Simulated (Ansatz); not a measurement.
# Ga4Sb3P: the cell at several levels of theory

Cell and atoms of Ga4Sb3P, ordered on the wurtzite lattice (Pm) with 8 atoms a cell are relaxed in turn with PBE and r2SCAN. This is a trial cell built on a prototype, not taken from a measured structure, and it needn't be the compound's ground state.

The runs shown are made with Ansatz 0.2.0. PAW datasets, plane waves, zero pressure. No spin polarisation and no zero-point or thermal motion; the cell was built from a prototype and may be hypothetical.

## 1. Starting point

This is the cell as the run starts from it, not yet at rest; its lengths are not the crystal's.

Space group Pm (No. 6), monoclinic; a = 6.681 Å, b = 4.091 Å, c = 7.086 Å, β = 90.0° in the conventional setting, 24.21 Å³ an atom. Near P stand 4 Ga at 2.51 Å; near Sb stand 4 Ga at 2.51 Å; near Ga stand 3 Sb at 2.51 Å and 1 P at 2.51 Å.

Coordinates:

```cif
data_structure
_symmetry_space_group_name_H-M 'P 1'
_symmetry_Int_Tables_number 1
_cell_length_a 6.6807
_cell_length_b 4.0911
_cell_length_c 7.0859
_cell_angle_alpha 90.000
_cell_angle_beta 90.000
_cell_angle_gamma 90.000
_cell_volume 193.67
loop_
_atom_site_label
_atom_site_type_symbol
_atom_site_fract_x
_atom_site_fract_y
_atom_site_fract_z
_atom_site_occupancy
P1 P 0.00000 0.00000 0.33333 1
Sb1 Sb 0.00000 0.50000 0.83333 1
Sb2 Sb 0.50000 0.50000 0.16667 1
Sb3 Sb 0.50000 0.00000 0.66667 1
Ga1 Ga 0.37500 0.00000 0.33333 1
Ga2 Ga 0.37500 0.50000 0.83333 1
Ga3 Ga 0.87500 0.50000 0.16667 1
Ga4 Ga 0.87500 0.00000 0.66667 1
```

## 2. Relaxing with PBE

Contents of input.yaml:

```yaml
crystal:
  lattice:
    - [6.6806946419, 0.0, 0.0]
    - [0.0, 4.0910561187, 0.0]
    - [0.0, 0.0, 7.0859170543]
  atoms:
    - { symbol: P, position: [0.0, 0.0, 0.3333333333] }
    - { symbol: Sb, position: [0.0, 0.5, 0.8333333333] }
    - { symbol: Sb, position: [0.5, 0.5, 0.1666666667] }
    - { symbol: Sb, position: [0.5, 0.0, 0.6666666667] }
    - { symbol: Ga, position: [0.375, 0.0, 0.3333333333] }
    - { symbol: Ga, position: [0.375, 0.5, 0.8333333333] }
    - { symbol: Ga, position: [0.875, 0.5, 0.1666666667] }
    - { symbol: Ga, position: [0.875, 0.0, 0.6666666667] }
kpoints:
  mp_grid: { grid: [4, 6, 4] }
hamiltonian:
  xc: pbe
scf:
  occupations: { method: fermi_dirac, width: 0.02 }
relax:
  f_tol: 0.005
  cell: {}
output:
  write_density: true
  write_potential: true
  elf: true
  volumetric_format: npy
```

Run with:

```console
ansatz run input.yaml --threads 2 --pin off --max-ram 20275MiB --backend cpu --events-out ev --progress --plain --runs-dir out
```

After this run come: Relaxing with r2SCAN.

Before running it: what results should come out? Wanted: for each run, a; b; c; β; volume; space group; SCF geometries.

As calculated:

```
 level  a (Å)  b (Å)  c (Å)   β (°)  volume (Å³/atom)  space group  SCF geometries
   PBE  7.002  4.259  7.372  90.068            27.481           Pm               7
r2SCAN  6.925  4.205  7.282  90.058            26.504           Pm               7
```

What this shows: The first relaxation changed the volume by +13.5 % from the start. The volume runs from r2SCAN (least) to PBE (most), a spread of 3.7 %, or 1.2 % in length if all axes shared it alike.
